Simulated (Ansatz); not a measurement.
# BiTe3 (ReO3 type): other levels of theory at one geometry

An exercise on one series of results from a longer session: the logs are not shown, and one member is left open.

Computed with Ansatz 0.2.0 (DFT at several levels, plane waves, PAW, unless a step's input says otherwise).

1 further run of the same task is left out (it didn't finish). Runs told in other sessions of the task aren't counted.

## The starting structure

It takes space group Pm-3m (No. 221, cubic). Conventional cell: a = 6.041 Å, b = 6.041 Å, c = 6.041 Å, α = 90.00°, β = 90.00°, γ = 90.00°. Bi (site symmetry m-3m) has 6 Te at 3.02 Å in its first shell of neighbours. Te (site symmetry 4/mmm) has 2 Bi at 3.02 Å in its first shell of neighbours.

As a file:

```cif
data_structure
_symmetry_space_group_name_H-M 'Pm-3m'
_symmetry_Int_Tables_number 221
_cell_length_a 6.0413
_cell_length_b 6.0413
_cell_length_c 6.0413
_cell_angle_alpha 90.000
_cell_angle_beta 90.000
_cell_angle_gamma 90.000
_cell_volume 220.49
loop_
_atom_site_label
_atom_site_type_symbol
_atom_site_symmetry_multiplicity
_atom_site_Wyckoff_symbol
_atom_site_fract_x
_atom_site_fract_y
_atom_site_fract_z
_atom_site_occupancy
Bi1 Bi 1 a 0.00000 0.00000 0.00000 1
Te1 Te 3 d 0.50000 0.00000 0.00000 1
```

This cell comes from an earlier session at PBE: 55.122 Å³/atom at 0.00 GPa, on a 6×6×6 mesh, a metal on this mesh.

Levels to run: PBE+SOC; r²SCAN; PBEsol; LDA; HSE06. Hardware: 2 threads of Arm Neoverse V2, shared host.

Set-up of the first run:

Input file input.yaml:

```yaml
crystal:
  lattice:
    - [6.0412745303, 0.0, 0.0]
    - [0.0, 6.0412745303, 0.0]
    - [0.0, 0.0, 6.0412745303]
  atoms:
    - { symbol: Bi, position: [0.0, 0.0, 0.0] }
    - { symbol: Te, position: [0.5, 0.0, 0.0] }
    - { symbol: Te, position: [0.0, 0.0, 0.5] }
    - { symbol: Te, position: [0.0, 0.5, 0.0] }
basis:
  ecutwfc: 420
  ecutrho_ratio: 4
kpoints:
  mp_grid: { grid: [6, 6, 6] }
hamiltonian:
  xc: pbe
scf:
  occupations: { method: gaussian, width: 0.05 }
output:
  forces: true
  stress: true
  eigenvalues: true
  populations: true
  dos: { projected: true, de: 0.02 }
  write_density: true
  write_potential: true
  elf: true
  volumetric_format: npy
magnetization:
  noncollinear: true
  spin_orbit: true
```

Command:

```sh
$ ansatz run input.yaml --threads 2 --pin off --max-ram 2662MiB --backend cpu --events-out ev --progress --plain --runs-dir out
```

Steps of the session up to this table: PBE+SOC; r²SCAN; PBEsol; LDA; HSE06.

One of the session's tables, all rows but one given; the rest of the session is left out.

```
  level  pressure (GPa)
    PBE             0.0
    LDA            -1.8
 PBEsol            -1.1
PBE+SOC             0.5
 r²SCAN            -0.6
  HSE06               ?
```

Q: Estimate the row for HSE06 from the others.

**Answer.** pressure (GPa): -0.9. In the column «pressure (GPa)» it lies between PBEsol (-1.1) and r²SCAN (-0.6).

The pressure runs from -1.8 GPa (LDA) to 0.5 GPa (PBE+SOC); a negative pressure means that level wants a smaller cell, a positive one a larger cell. Total energies of different levels have different zeros and can't be compared.

Limits of these values: Warnings in the runs' records: xc potential rough in thin density, stress scf threshold loose, stress exchange threshold loose, filled band counts differ across k points.
